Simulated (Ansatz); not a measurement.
# FH₃OSiZn: a ladder of functionals and wavefunction methods

One table from this session's results is given with a row withheld; the runs are named, their logs left out.

Program: Ansatz 0.2.0, Gaussian basis. Level of theory: functionals in def2-TZVPP, the program's frozen cores in correlated methods. These are calculated values, not measurements.

Levels to be run: LDA (SPW92), PBE-D4, revPBE-D4, BLYP-D4, r2SCAN-D4, B97M-V, PBE0-D4, B3LYP-D4, r2SCANh-D4, r2SCAN0-D4, HSE06-D4, BHLYP-D4, CAM-B3LYP-D4, LC-ωPBE, ωB97X-V, ωB97M-V, B2PLYP, PBE-QIDH; CCSD(T)/def2-SVP; CCSD(T)/def2-TZVPP; MP2/def2-QZVPP; extrapolation to the limit; RPA on PBE.

**Structure used throughout**

The geometry comes from an earlier relaxation with PBE0-D4 in a triple-zeta def2 set; it is a stationary point, not always the lowest conformer.

7 atoms, charge 0, spin multiplicity 1.

Atoms are counted from 1 here; the program's logs count them from 0.

Bond lengths: F1–Si2 1.606 Å, Si2–O3 1.603 Å, Si2–H5 1.483 Å, Si2–H6 1.483 Å, O3–Zn4 1.773 Å, Zn4–H7 1.509 Å. Angles: F1–Si2–O3 110.2°, F1–Si2–H5 106.3°, F1–Si2–H6 106.3°, O3–Si2–H5 111.1°, O3–Si2–H6 111.1°, H5–Si2–H6 111.6°, Si2–O3–Zn4 144.3°, O3–Zn4–H7 177.6°.

The first run:

The input, in.yaml:

```yaml
crystal:
  periodic: [false, false, false]
  atoms:
    - {symbol: F, position_ang: [-0.250943, -0.300996, -1.880036]}
    - {symbol: Si, position_ang: [0.040708, 0.829326, -0.777448]}
    - {symbol: O, position_ang: [0.093951, 0.176689, 0.685185]}
    - {symbol: Zn, position_ang: [-0.032110, -1.344336, 1.587773]}
    - {symbol: H, position_ang: [1.344650, 1.435756, -1.139488]}
    - {symbol: H, position_ang: [-1.066244, 1.810214, -0.884185]}
    - {symbol: H, position_ang: [-0.130002, -2.606664, 2.408209]}
basis:
  gaussian: {orbitals: def2-TZVPP}
hamiltonian: {xc: lda}
output: {orbitals: {seedname: orbitals}}
```

On the command line:

```sh
> ansatz run in.yaml --threads 2 --pin off --events-out ev --progress --plain --max-ram 4352MiB
```

Among the steps run: LDA; PBE-D4 (GGA); revPBE-D4 (GGA); BLYP-D4 (GGA); r2SCAN-D4 (meta-GGA); B97M-V (meta-GGA); B3LYP-D4 (hybrid); r2SCANh-D4 (hybrid); r2SCAN0-D4 (hybrid); HSE06-D4 (hybrid); BHLYP-D4 (hybrid); CAM-B3LYP-D4 (range-separated); LC-ωPBE (range-separated); ωB97X-V (range-separated); ωB97M-V (range-separated); B2PLYP (double hybrid); PBE-QIDH (double hybrid).

One of the session's tables, all rows but one given; the rest of the session is left out.

It belongs to the step «Frontier levels by functional». 

| functional | HOMO (eV) | gap (eV) |
| --- | --- | --- |
| LDA (SPW92) | -7.09 | 5.53 |
| PBE-D4 | -6.99 | 5.63 |
| revPBE-D4 | -6.94 | 5.68 |
| BLYP-D4 | -6.92 | 5.58 |
| r2SCAN-D4 | -7.32 | 6.33 |
| B97M-V | -7.40 | 6.06 |
| PBE0-D4 | -8.40 | 7.92 |
| B3LYP-D4 | -8.21 | 7.42 |
| r2SCANh-D4 | ? | ? |
| r2SCAN0-D4 | -8.63 | 8.39 |
| HSE06-D4 | -7.99 | 7.16 |
| BHLYP-D4 | -9.79 | 9.89 |
| CAM-B3LYP-D4 | -9.86 | 10.10 |
| LC-ωPBE | -11.20 | 12.53 |
| ωB97X-V | -10.86 | 12.07 |
| ωB97M-V | -10.71 | 11.54 |

**Question.** Estimate the row for r2SCANh-D4.

Worked estimate for «HOMO (eV)». Against the share of exact exchange, r2SCAN-D4 (0, -7.32), r2SCAN0-D4 (0.25, -8.63) give a slope of -5.24 per unit share; at 0.1 the line stands at -7.84.

As computed: HOMO (eV): -7.84; gap (eV): 7.17. In «HOMO (eV)» the line misses by 0.00.
